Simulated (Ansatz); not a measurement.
# CH₇BOSi: up Jacob's ladder to CCSD(T)

Aim: compute CH₇BOSi with functionals from several rungs and with coupled cluster, and see how far each lands from CCSD(T) at the basis-set limit for the atomisation energy.

Method: functionals in def2-TZVPP, the program's frozen cores in correlated methods; program: Ansatz 0.2.0, Gaussian basis.

Levels to be run: LDA (SPW92), PBE-D4, revPBE-D4, BLYP-D4, r2SCAN-D4, B97M-V, PBE0-D4, B3LYP-D4, r2SCANh-D4, r2SCAN0-D4, HSE06-D4, BHLYP-D4, CAM-B3LYP-D4, LC-ωPBE, ωB97X-V, ωB97M-V, B2PLYP, PBE-QIDH; CCSD(T)/def2-SVP; CCSD(T)/def2-TZVPP; MP2/def2-QZVPP; extrapolation to the limit; RPA on PBE.

### 1 The relaxed structure

The geometry comes from an earlier relaxation with PBE0-D4 in a triple-zeta def2 set; it is a stationary point, not always the lowest conformer.

SMILES `BCO[SiH3]`, 11 atoms, charge 0, spin multiplicity 1.

Atoms are counted from 1 here; the program's logs count them from 0.

Bond lengths: B1–C2 1.547 Å, B1–H5 1.197 Å, B1–H6 1.194 Å, C2–O3 1.414 Å, C2–H7 1.106 Å, C2–H8 1.106 Å, O3–Si4 1.643 Å, Si4–H9 1.481 Å, Si4–H10 1.491 Å, Si4–H11 1.491 Å. Angles: C2–B1–H5 117.4°, C2–B1–H6 122.2°, H5–B1–H6 120.5°, B1–C2–O3 115.4°, B1–C2–H7 107.4°, B1–C2–H8 107.4°, O3–C2–H7 111.1°, O3–C2–H8 111.1°, H7–C2–H8 103.6°, C2–O3–Si4 121.8°, O3–Si4–H9 106.7°, O3–Si4–H10 110.8°, O3–Si4–H11 110.8°, H9–Si4–H10 110.4°, H9–Si4–H11 110.4°, H10–Si4–H11 107.8°.

### 2 LDA

This LDA is Slater exchange with PW92 correlation.

File in.yaml:

```yaml
crystal:
  periodic: [false, false, false]
  atoms:
    - {symbol: B, position_ang: [-0.998011, 1.877448, -0.286500]}
    - {symbol: C, position_ang: [-0.120384, 0.611724, -0.435345]}
    - {symbol: O, position_ang: [-0.189461, -0.305374, 0.639130]}
    - {symbol: Si, position_ang: [0.681063, -1.699227, 0.646046]}
    - {symbol: H, position_ang: [-0.965461, 2.677740, -1.176225]}
    - {symbol: H, position_ang: [-1.686259, 2.064304, 0.670733]}
    - {symbol: H, position_ang: [-0.397885, 0.127405, -1.390564]}
    - {symbol: H, position_ang: [0.919776, 0.947671, -0.605921]}
    - {symbol: H, position_ang: [0.360724, -2.394028, 1.913542]}
    - {symbol: H, position_ang: [2.141279, -1.410544, 0.566259]}
    - {symbol: H, position_ang: [0.320120, -2.554019, -0.520553]}
basis:
  gaussian: {orbitals: def2-TZVPP}
hamiltonian: {xc: lda}
output: {orbitals: {seedname: orbitals}}
```

On the command line:

```console
> ansatz run in.yaml --threads 2 --pin off --events-out ev --progress --plain --max-ram 4352MiB
```

Further steps of the session: PBE-D4 (GGA); revPBE-D4 (GGA); BLYP-D4 (GGA); r2SCAN-D4 (meta-GGA); B97M-V (meta-GGA); PBE0-D4 (hybrid); B3LYP-D4 (hybrid); r2SCANh-D4 (hybrid); r2SCAN0-D4 (hybrid); HSE06-D4 (hybrid); BHLYP-D4 (hybrid); CAM-B3LYP-D4 (range-separated); LC-ωPBE (range-separated); ωB97X-V (range-separated); ωB97M-V (range-separated); B2PLYP (double hybrid); PBE-QIDH (double hybrid); CCSD(T) in def2-SVP; CCSD(T) in def2-TZVPP; MP2 in def2-QZVPP; RPA on PBE orbitals.

Before running them: what should the planned runs give, taken together? Wanted: atomisation energy, CCSD(T)/CBS; farthest beyond LDA; mean size of error, GGA; mean size of error, meta-GGA; mean size of error, hybrid; mean size of error, range-separated; mean size of error, double hybrid; gap, smallest and largest; T1 diagnostic.

**Answer**, as computed:

| quantity | value |
| --- | --- |
| atomisation energy, CCSD(T)/CBS | 3819.6 kJ/mol |
| functionals within 19.1 kJ/mol (0.5 %) | BLYP-D4, r2SCAN-D4, B97M-V, PBE0-D4, B3LYP-D4, r2SCANh-D4, HSE06-D4, ωB97M-V |
| farthest beyond LDA | BHLYP-D4 (-61.1 kJ/mol) |
| mean size of error, GGA | 29.8 kJ/mol |
| mean size of error, meta-GGA | 13.2 kJ/mol |
| mean size of error, hybrid | 23.6 kJ/mol |
| mean size of error, range-separated | 23.4 kJ/mol |
| mean size of error, double hybrid | 29.5 kJ/mol |
| gap, smallest and largest | 4.07 eV (LDA (SPW92)), 11.87 eV (LC-ωPBE) |
| T1 diagnostic | 0.0113 |
| triples share of the correlation energy | 3.3 % |

What this shows: The LDA atomisation energy is off by 477.3 kJ/mol (12 %): it overbinds. PBE-D4 is off by +22.5 kJ/mol. Double hybrids carry the basis error of their MP2 part in triple zeta, and no dispersion term here, so their miss is partly the set-up's. Taken by rung, meta-GGA functionals do best (13.2 kJ/mol on average) and GGA ones worst beyond LDA (29.8 kJ/mol). The reference freezes the cores and leaves out relativity and excitations past (T), so misses under about 19.1 kJ/mol can't be ranked. Hartree-Fock recovers 76 % of the binding; the rest is correlation. CCSD(T) in def2-SVP is off by -209.2 kJ/mol, which most functionals beat. The gap grows from 4.1 to 11.9 eV across the functionals, mostly with the share of exact exchange.
